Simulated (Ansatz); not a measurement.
# Si2N2H8: small, medium and large basis sets

An exercise on one series of results from a longer session: the logs are not shown, and one member is left open.

Program: Ansatz 0.2.0, Gaussian basis. Level of theory: one geometry, several basis sets. These are calculated values, not measurements.

The runs, in order: PBE0-D4/def2-SVP; ωB97M-V/def2-SVP; PBE0-D4/def2-QZVPP; ωB97M-V/def2-QZVPP; the functionals' def2-TZVPP values are taken from earlier runs.

## The relaxed structure

An earlier PBE0-D4 in a triple-zeta def2 set relaxation fixed the geometry.

12 atoms, charge 0, spin multiplicity 1.

Atoms are counted from 1 here; the program's logs count them from 0.

Bond lengths: N1–N2 1.433 Å, N1–H5 1.015 Å, N1–H6 1.015 Å, N2–Si3 1.727 Å, N2–Si4 1.730 Å, Si3–H7 1.483 Å, Si3–H8 1.491 Å, Si3–H9 1.491 Å, Si4–H10 1.487 Å, Si4–H11 1.487 Å, Si4–H12 1.487 Å. Angles: N2–N1–H5 109.9°, N2–N1–H6 109.9°, H5–N1–H6 108.3°, N1–N2–Si3 117.6°, N1–N2–Si4 110.1°, Si3–N2–Si4 132.2°, N2–Si3–H7 108.9°, N2–Si3–H8 110.2°, N2–Si3–H9 110.2°, H7–Si3–H8 110.3°, H7–Si3–H9 110.3°, H8–Si3–H9 107.0°, N2–Si4–H10 111.2°, N2–Si4–H11 111.2°, N2–Si4–H12 106.8°, H10–Si4–H11 108.3°, H10–Si4–H12 109.6°, H11–Si4–H12 109.6°.

The first run:

The input, in.yaml:

```yaml
crystal:
  periodic: [false, false, false]
  atoms:
    - {symbol: N, position_ang: [-1.105944, 0.953020, -0.619598]}
    - {symbol: N, position_ang: [-0.090427, 0.087743, -0.097703]}
    - {symbol: Si, position_ang: [-0.113442, -0.243578, 1.596675]}
    - {symbol: Si, position_ang: [0.958898, -0.433904, -1.369866]}
    - {symbol: H, position_ang: [-2.022964, 0.559127, -0.436034]}
    - {symbol: H, position_ang: [-1.051942, 1.860330, -0.168304]}
    - {symbol: H, position_ang: [1.013648, -1.151131, 1.923352]}
    - {symbol: H, position_ang: [-1.410192, -0.871433, 1.981565]}
    - {symbol: H, position_ang: [0.003040, 1.025230, 2.371559]}
    - {symbol: H, position_ang: [1.633793, 0.721392, -2.018370]}
    - {symbol: H, position_ang: [0.208445, -1.182900, -2.412182]}
    - {symbol: H, position_ang: [1.977088, -1.323896, -0.751104]}
basis:
  gaussian: {orbitals: def2-SVP}
hamiltonian: {xc: pbe0, dispersion: d4}
output: {orbitals: {seedname: orbitals}}
```

The run is started by

```sh
$ ansatz run in.yaml --threads 4 --pin off --events-out ev --progress --plain --max-ram 10444MiB
```

Steps of the session up to this table: PBE0-D4 in def2-SVP; ωB97M-V in def2-SVP; PBE0-D4 in def2-QZVPP; ωB97M-V in def2-QZVPP.

One of the session's tables, all rows but one given; the rest of the session is left out.

It belongs to the step «Functionals by basis». 

| functional | basis | HOMO (eV) | LUMO (eV) |
| --- | --- | --- | --- |
| PBE0-D4 | def2-SVP | -7.15 | 0.51 |
| PBE0-D4 | def2-TZVPP | -7.27 | 0.04 |
| PBE0-D4 | def2-QZVPP | -7.29 | -0.11 |
| ωB97M-V | def2-SVP | -9.41 | 2.37 |
| ωB97M-V | def2-TZVPP | -9.56 | 1.67 |
| ωB97M-V | def2-QZVPP | ? | ? |

Q: Estimate the row for ωB97M-V, def2-QZVPP from the others.

**Answer.** HOMO (eV): -9.59; LUMO (eV): 1.36. In the column «HOMO (eV)» it is the lowest.
